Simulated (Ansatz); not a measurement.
# Hf6CN6F2: the cost of one run

Computed with Ansatz 0.2.0 (DFT PBE+D3(BJ), scalar-relativistic, plane waves, PAW, unless a step's input says otherwise).

2 further runs of the same task are left out: 2 set aside as unsound or not needed.

### 1 The system as given

The structure is tetragonal, space group P4mm (No. 99). The conventional cell has a = 3.194 Å, b = 3.194 Å, c = 20.517 Å, α = 90.00°, β = 90.00°, γ = 90.00°. Around Hf (site symmetry 4mm) lie 5 N at 2.18 to 2.26 Å. Around N (site symmetry 4mm) lie 5 Hf at 2.24 to 2.26 Å. Hf (site symmetry 4mm) has 6 N at 2.24 to 2.35 Å as nearest neighbours. N (site symmetry 4mm) has 6 Hf at 2.18 to 2.26 Å as nearest neighbours. Hf (site symmetry 4mm) is surrounded by 5 N at 2.19 to 2.27 Å. N (site symmetry 4mm) is surrounded by 5 Hf at 2.27 to 2.35 Å.

Structure file:

```cif
data_structure
_symmetry_space_group_name_H-M 'P 1'
_symmetry_Int_Tables_number 1
_cell_length_a 6.3878
_cell_length_b 6.3878
_cell_length_c 20.5169
_cell_angle_alpha 90.000
_cell_angle_beta 90.000
_cell_angle_gamma 90.000
_cell_volume 837.17
loop_
_atom_site_label
_atom_site_type_symbol
_atom_site_fract_x
_atom_site_fract_y
_atom_site_fract_z
_atom_site_occupancy
Hf1 Hf 0.25000 0.25000 0.38992 1
Hf2 Hf 0.25000 0.75000 0.38992 1
Hf3 Hf 0.75000 0.25000 0.38992 1
Hf4 Hf 0.75000 0.75000 0.38992 1
N1 N 0.50000 0.50000 0.38992 1
N2 N 0.50000 0.00000 0.38992 1
N3 N 0.00000 0.50000 0.38992 1
N4 N 0.00000 0.00000 0.38992 1
Hf5 Hf 0.50000 0.50000 0.49900 1
Hf6 Hf 0.50000 0.00000 0.49900 1
Hf7 Hf 0.00000 0.50000 0.49900 1
Hf8 Hf 0.00000 0.00000 0.49900 1
N5 N 0.75000 0.75000 0.49635 1
N6 N 0.75000 0.25000 0.49635 1
N7 N 0.25000 0.75000 0.49635 1
N8 N 0.25000 0.25000 0.49635 1
Hf9 Hf 0.75000 0.75000 0.60319 1
Hf10 Hf 0.75000 0.25000 0.60319 1
Hf11 Hf 0.25000 0.75000 0.60319 1
Hf12 Hf 0.25000 0.25000 0.60319 1
N9 N 0.00000 0.00000 0.61353 1
N10 N 0.00000 0.50000 0.61353 1
N11 N 0.50000 0.00000 0.61353 1
N12 N 0.50000 0.50000 0.61353 1
```

Planes are indexed in the bulk's conventional cell (Fm-3m (No. 225)), a = 4.517 Å, b = 4.517 Å, c = 4.517 Å, α = 90.00°, β = 90.00°, γ = 90.00°.

This (100) slab, 4.5 Å thick as cut, with 16 Å of vacuum, in a 2×2 surface cell; its outer planes are HfN (top) and HfN (bottom), was relaxed beforehand with its lower half held: -193302.8739 eV, gap on the mesh 0.25 eV (a mesh can miss band crossings, so it may be none), dipole along +c 0.122 e·Å per cell.

### 2 C2F4, donor, over a hollow (nearest N) site

File input.yaml:

```yaml
crystal:
  lattice:
    - [6.3878118647, 0.0, 0.0]
    - [0.0, 6.3878118647, 0.0]
    - [0.0, 0.0, 26.0961650865]
  atoms:
    - { symbol: Hf, position: [0.25, 0.25, 0.3065584531] }
    - { symbol: Hf, position: [0.25, 0.75, 0.3065584531] }
    - { symbol: Hf, position: [0.75, 0.25, 0.3065584531] }
    - { symbol: Hf, position: [0.75, 0.75, 0.3065584531] }
    - { symbol: "N", position: [0.5, 0.5, 0.3065584531] }
    - { symbol: "N", position: [0.5, 0.0, 0.3065584531] }
    - { symbol: "N", position: [0.0, 0.5, 0.3065584531] }
    - { symbol: "N", position: [0.0, 0.0, 0.3065584531] }
    - { symbol: Hf, position: [0.5, 0.5, 0.3923145557] }
    - { symbol: Hf, position: [0.5, 0.0, 0.3923145557] }
    - { symbol: Hf, position: [0.0, 0.5, 0.3923145557] }
    - { symbol: Hf, position: [0.0, 0.0, 0.3923145557] }
    - { symbol: "N", position: [0.75, 0.75, 0.3902277414] }
    - { symbol: "N", position: [0.75, 0.25, 0.3902277414] }
    - { symbol: "N", position: [0.25, 0.75, 0.3902277414] }
    - { symbol: "N", position: [0.25, 0.25, 0.3902277414] }
    - { symbol: Hf, position: [0.75, 0.75, 0.4742277357] }
    - { symbol: Hf, position: [0.75, 0.25, 0.4742277357] }
    - { symbol: Hf, position: [0.25, 0.75, 0.4742277357] }
    - { symbol: Hf, position: [0.25, 0.25, 0.4742277357] }
    - { symbol: "N", position: [0.0, 0.0, 0.4823591627] }
    - { symbol: "N", position: [0.0, 0.5, 0.4823591627] }
    - { symbol: "N", position: [0.5, 0.0, 0.4823591627] }
    - { symbol: "N", position: [0.5, 0.5, 0.4823591627] }
    - { symbol: F, position: [0.5, 0.25, 0.5635971528] }
    - { symbol: C, position: [0.5676864159, 0.2399054197, 0.612895584] }
    - { symbol: F, position: [0.7743852335, 0.2090796248, 0.6225904951] }
    - { symbol: C, position: [0.4323135841, 0.2600945803, 0.6514606374] }
    - { symbol: F, position: [0.5, 0.25, 0.7007552367] }
    - { symbol: F, position: [0.2256147665, 0.2909203752, 0.6417618943] }
basis:
  ecutwfc: 420
kpoints:
  mp_grid: { grid: [3, 3, 1] }
hamiltonian:
  xc: pbe
  dispersion: d3bj
scf:
  occupations: { method: gaussian, width: 0.1 }
output:
  forces: true
  eigenvalues: true
  write_density: true
  write_potential: true
  elf: true
  volumetric_format: npy
relax:
  adjacent_minimum: "off"
  f_tol: 0.04
  max_steps: 100
  constraints: [{ sites: [0, 1, 2, 3, 4, 5, 6, 7] }]
efield:
  axis: 3
  dipole_correction: true
  ramp_width: 0.04
```

Started as:

```
> ansatz run input.yaml --threads 4 --pin off --max-ram 10240MiB --backend cpu --events-out ev --progress --plain --runs-dir out
```

Q: Estimate wall time and peak memory on 4 threads of Arm Neoverse V2, shared host.

About 36 min, with a peak of 4.9 GiB.
